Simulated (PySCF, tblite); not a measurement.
# C₅H₈ClFSi₂: geometry, infrared bands and NMR shifts

Aim: predict the infrared bands and NMR shifts of C₅H₈ClFSi₂ (`C#C[C@@]1(Cl)[SiH2][SiH2]C[C@H]1F`).

Programs: tblite 0.8.0 and PySCF 2.14.0, with density-fitted response routines of our own. Each step states its level of theory. These are calculated values for one molecule in the gas phase, unless marked as measured. Atoms count from 0, in the outputs and in this text.

### 1 Starting geometry

17 atoms, charge 0, multiplicity 1; geometry from: force field or distance geometry start.

Bonds of the start (Å): C0–C1 1.21, C1–C2 1.48, C2–Cl3 1.76, C2–Si4 1.90, Si4–Si5 2.27, Si5–C6 1.88, C6–C7 1.50, C7–F8 1.38, C7–C2 1.49, C0–H9 1.06, Si4–H10 1.45, Si4–H11 1.45, Si5–H12 1.43, Si5–H13 1.46, C6–H14 1.12, C6–H15 1.13, C7–H16 1.12.

### 2 Optimising the geometry with GFN2-xTB

The job: settings as JSON, then the geometry in Å.

```
{"job": {"kind": "relax", "xc": "GFN2-xTB", "basis": "xTB"}, "charge": 0, "multiplicity": 1}
C      2.654300     2.113100    -0.056000
C      1.620000     1.510000     0.130900
C      0.377300     0.761300     0.407700
Cl    -0.501300     1.422300     1.781200
Si    -0.773800     0.834300    -1.098300
Si    -1.841000    -1.067400    -0.479000
C     -0.525000    -1.496400     0.789700
C      0.702500    -0.690800     0.494800
F      1.278200    -1.046300    -0.712400
H      3.553000     2.641900    -0.220700
H     -1.672700     1.972900    -1.064400
H     -0.069500     0.629100    -2.351700
H     -1.958900    -2.016700    -1.544900
H     -3.106800    -0.713900     0.156400
H     -0.887500    -1.364400     1.839500
H     -0.288000    -2.582400     0.597300
H      1.432200    -0.894600     1.320000
```

Command:

```sh
$ OMP_NUM_THREADS=1 python probes_run.py task.json out
```

The driver reads the jobs from task.json and runs them one after another.

**Question.** This job is followed by: GFN2-xTB harmonic vibrations, gas phase; GIAO PBE0/pcSseg-1 NMR shielding, non-relativistic, gas phase. What will the session give for the following? strongest single infrared mode (GFN2-xTB); zero-point energy (GFN2-xTB); 13C shifts against TMS (PBE0/pcSseg-1); 1H shifts against TMS (PBE0/pcSseg-1); 35Cl shifts against HCl (PBE0/pcSseg-1); 29Si shifts against TMS (PBE0/pcSseg-1); 19F shifts against CFCl3 (PBE0/pcSseg-1).

**Answer**, as computed:

| quantity | value |
| --- | --- |
| strongest single infrared mode (GFN2-xTB) | 2239 cm⁻¹, 631 km/mol |
| zero-point energy (GFN2-xTB) | 66.3 kcal/mol |
| 13C shifts against TMS (PBE0/pcSseg-1) | 103.2, 87.9, 86.3, 57.4, 18.6 ppm |
| 1H shifts against TMS (PBE0/pcSseg-1) | 5.36, 4.51, 4.32, 4.06, 4.04, 2.45, 1.84, 1.79 ppm |
| 35Cl shifts against HCl (PBE0/pcSseg-1) | 253 ppm |
| 29Si shifts against TMS (PBE0/pcSseg-1) | -39.9, -71.2 ppm |
| 19F shifts against CFCl3 (PBE0/pcSseg-1) | -181.8 ppm |

**Reading.** Over 84 steps the energy fell by 0.575 eV; of the close pairs, C2–Cl3 changed most, 1.759 to 1.813 Å. All 45 modes are real, so the xTB geometry is a minimum. The strongest single mode, at 2239 cm⁻¹, moves mainly H11. GFN2-xTB is a fitted tight-binding method: band positions and strengths are rough. Its intensities can rank the bands wrongly. C7 (sp3 CH bonded to F) lies farthest downfield among carbon, at 103.2 ppm; deshielded by the electronegative neighbour. The most deshielded hydrogen is H16 (hydrogen on an sp3 CH bonded to F), at 5.36 ppm: its carbon carries F, an electronegative neighbour. At PBE0/pcSseg-1: The widest tensor belongs to Cl3: span 560 ppm, with a paramagnetic part of -450 ppm.
